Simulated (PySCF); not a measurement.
# C6H5Cl (Chlorobenzene): the cost of one run

Computed with PySCF 2.14.0 and routines of our own; the level stands in each step. Atoms count from 0.

## (1) The starting structure

12 atoms, charge 0, multiplicity 1; geometry from: GFN2-xTB.

## (2) Optimising the geometry at PBE/6-31+G*

What the job is given:

```
{"job": {"xc": "PBE", "basis": "6-31+G*", "grid": 1, "kind": "geom"}, "charge": 0, "multiplicity": 1}
Cl     3.042687     0.218554    -0.005508
C      1.316441     0.094595    -0.004410
C      0.549692     1.248321     0.010284
C     -0.830312     1.141913     0.011278
C     -1.435959    -0.103330    -0.000586
C     -0.657981    -1.248812    -0.015506
C      0.723057    -1.157157    -0.017145
H      1.028559     2.214907     0.021523
H     -1.432451     2.037986     0.022778
H     -2.512696    -0.180709     0.003034
H     -1.125473    -2.221816    -0.024227
H      1.335634    -2.045137    -0.027543
```

Command:

```console
$ OMP_NUM_THREADS=1 python excited_run.py task.json out
```

This one command runs all jobs of the session in turn.

**Question.** How long does this first job take on 1 thread of Arm Neoverse V1, shared host, and how much memory does it need?

About 68 s, with a peak of 0.55 GiB.
